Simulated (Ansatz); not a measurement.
Crystal: CsLiCr2Te2S3.

```
Cs Li Cr Te S
1.0
     3.60358    0.00000    0.00000
    -1.80179    3.12079    0.00000
     0.00000    0.00000   19.06651
Cs Li Cr Te S
1 1 2 2 3
Direct
  0.00000 0.00000 0.37399
  0.66667 0.33333 0.01607
  0.00000 0.00000 0.86637
  0.33333 0.66667 0.16833
  0.33333 0.66667 0.53891
  0.66667 0.33333 0.77276
  0.00000 0.00000 0.10030
  0.33333 0.66667 0.92920
  0.66667 0.33333 0.23408
```

The cell was built by a generator and needn't be a form met in nature.

* Program: Ansatz 0.2.0
* Task: single point
* Functional: PBE
* Potentials or basis: Ansatz PAW
* Cutoff: 420 eV (not typed: the program's choice for these potentials)
* k mesh: 9 × 9 × 2
* Occupations: fermi-dirac, width 0.05 eV
* Spin: collinear spin, ferromagnetic start
* Starting moments: [0.0, 0.0, 3.0, 3.0, 0.0, 0.0, 0.0, 0.0, 0.0] μB

On this cell: pressure 0.0 GPa; largest force 0.033 eV/Å; net moment 5.64 μB per cell; site moments Cs +0.00; Li -0.01; Cr +2.58, +2.74; Te -0.01, -0.15; S -0.05, -0.06 μB; band gap on the k mesh none (metal or under the smearing width).

The same run follows on a disturbed copy (atoms moved at random, drawn with an rms of 0.05 Å):

```
CELL_PARAMETERS angstrom
3.60358 0.00000 0.00000
-1.80179 3.12079 0.00000
0.00000 0.00000 19.06651
ATOMIC_POSITIONS crystal
Cs 0.98833 0.00147 0.37267
Li 0.65680 0.33658 0.01809
Cr 0.00588 0.99605 0.86809
Cr 0.33910 0.66741 0.16782
Te 0.32562 0.65889 0.53663
Te 0.66025 0.33155 0.77470
S 0.98849 0.98642 0.09889
S 0.34275 0.67646 0.92928
S 0.66133 0.34103 0.23365
```

Problem. What changes?

Solution. The energy (extrapolated to zero smearing) moves by +3.4 meV/atom; pressure 0.3 GPa; largest force 0.369 eV/Å; net moment 5.64 μB per cell; site moments Cs +0.00; Li -0.01; Cr +2.54, +2.71; Te -0.01, -0.14; S -0.04, -0.06 μB; band gap on the k mesh none (metal or under the smearing width).

Forces on the atoms (eV/Å):
```
Cs   0.011  0.002  0.078
Li   0.029 -0.025 -0.069
Cr  -0.151  0.188 -0.135
Cr  -0.366 -0.033 -0.035
Te  -0.011  0.012  0.010
Te   0.124  0.029 -0.050
S    0.107  0.236  0.132
S    0.010 -0.225  0.172
S    0.248 -0.184 -0.104
```

Stress tensor (GPa, compression positive):
```
 0.44  0.04 -0.04
 0.04  0.06 -0.48
-0.04 -0.48  0.39
```

Caveats: only a ferromagnetic start was run, and an antiferromagnetic order may lie lower in energy.
